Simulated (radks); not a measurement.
**Yb inside a hard spherical wall**

The task here is to estimate one member of a computed series from the others.

The numbers are computed with radks (a radial shooting solver on a logarithmic mesh, Libxc functionals) version 1 (scalar-relativistic Kohn-Sham, PBE, spin-polarised, spherical densities, point nucleus), except any that are marked as measured or tabulated.

### Starting point

| Item | Value |
| --- | --- |
| element | ytterbium (Z = 70) |
| charge | 0 |
| electrons | 70 |
| configuration | [Xe] 4f14 6s2 |

Outer shells as boxes (Hund's rule):

Yb
```
[Xe] core
4f [↑↓][↑↓][↑↓][↑↓][↑↓][↑↓][↑↓]
6s [↑↓]
```

The first run:

Settings of this run:

```text
Z 70
configuration [Xe] 4f14 6s2 5d0 6p0 7s0
relativity scalar-relativistic
functional pbe,pbe
spin polarised
nucleus point
c 137.035999084
```

Steps of the session up to this table: The free atom; Wall at 20 bohr; Wall at 10 bohr; Wall at 8 bohr; Wall at 7 bohr; Wall at 5 bohr; Wall at 2 bohr.

One table of the session follows, with a row left open; its other results are not shown here.

```
R (bohr)  E − E(free) (eV)  ε(4f) (eV)  ε(6p, empty) (eV)  ε(5d, empty) (eV)  pressure (GPa)
    free             0.000      -3.018             -1.107             -0.668               0
      20             0.000      -3.018             -1.106             -0.667        < 0.0001
      10                 ?           ?                  ?                  ?               ?
       8             0.369      -2.450              0.065             -0.006           0.474
       7             0.958      -1.915              1.113              0.581            1.60
       5             6.731       0.788              7.768              3.757            23.8
       2            490.70      57.704             205.98             81.534           23065
```

Estimate the missing values for R (bohr) = 10.

Worked estimate for «E − E(free) (eV)». A straight line through the neighbours (20, 0.000) and (8, 0.369) gives 0.000 + (0.369 − 0.000) × (10 − 20) / (8 − 20) = 0.307; a parabola fitted to 3 rows on both sides gives -0.551.

The run gave: E − E(free) (eV): 0.053; ε(4f) (eV): -2.886; ε(6p, empty) (eV): -0.767; ε(5d, empty) (eV): -0.489; pressure (GPa): 0.0449. In «E − E(free) (eV)» the line misses by +0.254 and the parabola by -0.604. Between these rows the values bend or scatter more than so simple an estimate can follow.

In words: Eigenvalues are for spin up. At the tightest wall, 2 bohr, the energy stands 490.70 eV above the free atom and the pressure, −dE/dV, is 23065 GPa. From R = 5 bohr inwards the highest occupied level lies above zero, pushed up by confinement. Shells are not refilled when levels cross, and a hard wall is a model, not a crystal.
